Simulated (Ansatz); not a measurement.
**B2P in Ansatz: the effect of strain**

B2P:

```
B P
1.0
     1.53027    0.88350    3.92488
    -1.53027    0.88350    3.92488
     0.00000   -1.76700    3.92488
B P
2 1
Direct
  0.42934 0.42934 0.42934
  0.57066 0.57066 0.57066
  0.00000 0.00000 0.00000
```

The cell was built by a generator and needn't be a form met in nature.

The cell isn't the ideal one: strained by +1 %.

Alike in all runs:

```yaml
Program: Ansatz 0.2.0
Task: relaxation of the atoms
Functional: PBE
Potentials_or_basis: Ansatz PAW
Cutoff: "420 eV (not typed: the program's choice for these potentials)"
k_mesh: 10 × 10 × 10
Occupations: fermi-dirac, width 0.05 eV
Spin: no spin polarisation
```

Each run relaxes the cell or the atoms first.

```csv
strain,pressure (GPa)
0.01,-2.8
0.02,-5.1
0.04,?
```

Q: What does the run with strain 0.04 give?

A: Pressure -9.3 GPa.

Caveats: the thresholds are loose for stress.
